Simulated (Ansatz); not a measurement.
# CH5AlBF: an energy map over bond length B2–Al4 and dihedral C1–B2–Al4–H8

How does the energy of CH₅AlBF, SMILES C[B](F)[AlH2] change over two coordinates at once? A grid of runs gives the map.

Program: Ansatz 0.2.0. Level of theory: RKS PBE0-D4/def2-TZVP. These are calculated values, not measurements.

## (1) The system as given

SMILES `C[B](F)[AlH2]`, 9 atoms, charge 0, spin multiplicity 1.

Atoms are counted from 1 here; the program's logs count them from 0.

Bond lengths: C1–B2 1.572 Å, C1–H5 1.109 Å, C1–H6 1.117 Å, C1–H7 1.110 Å, B2–F3 1.351 Å, B2–Al4 2.168 Å, Al4–H8 1.611 Å, Al4–H9 1.611 Å. Angles: B2–C1–H5 113.9°, B2–C1–H6 106.4°, B2–C1–H7 113.3°, H5–C1–H6 105.7°, H5–C1–H7 109.8°, H6–C1–H7 107.2°, C1–B2–F3 116.9°, C1–B2–Al4 126.1°, F3–B2–Al4 117.0°, B2–Al4–H8 121.6°, B2–Al4–H9 122.1°, H8–Al4–H9 116.3°.

As a file:

```xyz
9
CH5AlBF
C     0.2240    1.1006   -0.9527
B     0.6433   -0.0975   -0.0255
F     1.9658   -0.3515    0.0849
Al   -0.6966   -1.3351    1.1456
H    -0.7511    0.9550   -1.4606
H     0.0877    1.9839   -0.2836
H     1.0000    1.3719   -1.6990
H    -1.2776   -2.7252    0.5755
H    -1.1954   -0.9022    2.6156
```

This geometry comes from a loose relaxation at PBE in a small basis, which is not shown.

## (3) Plan of the scan

- bond length B2–Al4: 9 values from 1.907 to 2.709 Å
- dihedral C1–B2–Al4–H8: 10 values from −180 to 144 °, periodic

Nothing else is relaxed (all other coordinates rigid). Energies count from the relaxed molecule at the same level. Points are written as (first, second).

(The set-up runs are not shown.)

## (4) Point (2.308 Å, −108°)

The input, input.yaml:

```yaml
crystal:
  periodic: [false, false, false]
  atoms:
    - { symbol: C, position_ang: [0.232793, 1.103031, -0.940714] }
    - { symbol: B, position_ang: [0.64445, -0.102878, -0.035263] }
    - { symbol: F, position_ang: [1.948932, -0.402163, 0.021235] }
    - { symbol: Al, position_ang: [-0.783638, -1.392488, 1.239231] }
    - { symbol: H, position_ang: [-0.622381, 0.856879, -1.578562] }
    - { symbol: H, position_ang: [-0.111838, 1.922332, -0.295448] }
    - { symbol: H, position_ang: [1.049477, 1.479653, -1.562589] }
    - { symbol: H, position_ang: [-0.806477, -1.27947, 2.829146] }
    - { symbol: H, position_ang: [-1.767963, -2.453622, 0.57113] }
basis:
  gaussian: { orbitals: def2-TZVP }
hamiltonian:
  xc: pbe0
  dispersion: d4
output:
  forces: true
```

The run is started by

```bash
$ ansatz run input.yaml --threads 1 --pin off --max-ram 2560MiB --backend cpu --events-out ev --progress --plain --runs-dir out
```

The session goes on with these runs: the other points that were computed.

Before running it: what results should come out? Wanted: lowest point; highest computed point; largest force on an atom; dipole moment.

**Answer**, as computed:

```
                       quantity                                                                           value
                   lowest point                                                     (2.208 Å, 108°), 1.0 kJ/mol
         highest computed point                                       (2.709 Å, 0°), 73 kJ/mol above the lowest
largest force on an atom (eV/Å)  0.19 at (2.208 Å, −180°) to 4.20 at (1.907 Å, −180°); 0.32 at the lowest point
              dipole moment (D)    1.26 at (2.609 Å, 72°) to 1.50 at (1.907 Å, −180°); 1.28 at the lowest point
        time for the whole task                                                 11 min on 1 thread, shared host
```

**Reading.** The lowest computed point is at (2.208 Å, 108°), 1.0 kJ/mol from the relaxed molecule at the same level; the map holds 2 wells of about this depth. The grid is coarse, so the lowest point of the scanned range may lie between grid points; coordinates that were held can hide deeper minima. No other kind of well shows on this grid. The highest computed point, (2.709 Å, 0°), lies 73 kJ/mol above the lowest. On the interpolated surface the easiest way out of the lowest well to the well at (2.208 Å, −72°) passes a barrier of about 4.1 kJ/mol. Round the minimum the two coordinates are nearly uncoupled.
